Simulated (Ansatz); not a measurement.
# Cl₂H₆Si₂Sn: how energies converge with the basis set

An exercise on one series of results from a longer session: the logs are not shown, and one member is left open.

Method: one geometry, several basis sets; program: Ansatz 0.2.0, Gaussian basis.

The runs, in order: PBE0-D4/def2-SVP; ωB97M-V/def2-SVP; PBE0-D4/def2-QZVPP; ωB97M-V/def2-QZVPP; the functionals' def2-TZVPP values are taken from earlier runs.

## The geometry

The geometry comes from an earlier relaxation with PBE0-D4 in a triple-zeta def2 set; it is a stationary point, not always the lowest conformer. Sn takes the def2 core potential; no spin-orbit term is included.

SMILES `[SiH3][Sn]([SiH3])([Cl])[Cl]`, 11 atoms, charge 0, spin multiplicity 1.

Atoms are counted from 1 here; the program's logs count them from 0.

Bond lengths: Si1–Sn2 2.568 Å, Si1–H6 1.484 Å, Si1–H7 1.484 Å, Si1–H8 1.482 Å, Sn2–Si3 2.568 Å, Sn2–Cl4 2.345 Å, Sn2–Cl5 2.345 Å, Si3–H9 1.482 Å, Si3–H10 1.484 Å, Si3–H11 1.484 Å. Angles: Sn2–Si1–H6 108.6°, Sn2–Si1–H7 108.7°, Sn2–Si1–H8 107.7°, H6–Si1–H7 110.1°, H6–Si1–H8 110.8°, H7–Si1–H8 110.8°, Si1–Sn2–Si3 127.5°, Si1–Sn2–Cl4 105.6°, Si1–Sn2–Cl5 105.6°, Si3–Sn2–Cl4 105.6°, Si3–Sn2–Cl5 105.6°, Cl4–Sn2–Cl5 105.0°, Sn2–Si3–H9 107.7°, Sn2–Si3–H10 108.7°, Sn2–Si3–H11 108.6°, H9–Si3–H10 110.8°, H9–Si3–H11 110.8°, H10–Si3–H11 110.1°.

The first run:

Input file in.yaml:

```yaml
crystal:
  periodic: [false, false, false]
  atoms:
    - {symbol: Si, position_ang: [-2.271073, 0.410431, 0.400362]}
    - {symbol: Sn, position_ang: [0.114493, 0.373414, -0.550202]}
    - {symbol: Si, position_ang: [2.136688, -0.930963, 0.347124]}
    - {symbol: Cl, position_ang: [-0.109499, -0.274421, -2.793233]}
    - {symbol: Cl, position_ang: [0.795793, 2.616209, -0.632403]}
    - {symbol: H, position_ang: [-2.218934, 0.919253, 1.793852]}
    - {symbol: H, position_ang: [-2.811022, -0.972161, 0.382213]}
    - {symbol: H, position_ang: [-3.084117, 1.305016, -0.457258]}
    - {symbol: H, position_ang: [3.292505, -0.630297, -0.530670]}
    - {symbol: H, position_ang: [2.404010, -0.493303, 1.740123]}
    - {symbol: H, position_ang: [1.816556, -2.380176, 0.320492]}
basis:
  gaussian: {orbitals: def2-SVP}
hamiltonian: {xc: pbe0, dispersion: d4}
output: {orbitals: {seedname: orbitals}}
```

The run is started by

```console
> ansatz run in.yaml --threads 4 --pin off --events-out ev --progress --plain --max-ram 11315MiB
```

Among the steps run: PBE0-D4 in def2-SVP; ωB97M-V in def2-SVP; PBE0-D4 in def2-QZVPP; ωB97M-V in def2-QZVPP.

One of the session's tables, all rows but one given; the rest of the session is left out.

It belongs to the step «Density functionals: the series». 

| functional | basis | HOMO (eV) |
| --- | --- | --- |
| PBE0-D4 | def2-SVP | -7.70 |
| PBE0-D4 | def2-TZVPP | -7.77 |
| PBE0-D4 | def2-QZVPP | -7.78 |
| ωB97M-V | def2-SVP | ? |
| ωB97M-V | def2-TZVPP | -9.69 |
| ωB97M-V | def2-QZVPP | -9.71 |

Q: Estimate the row for ωB97M-V, def2-SVP from the others.

As computed: HOMO (eV): -9.59. In the column «HOMO (eV)» it lies between ωB97M-V, def2-TZVPP (-9.69) and PBE0-D4, def2-QZVPP (-7.78).
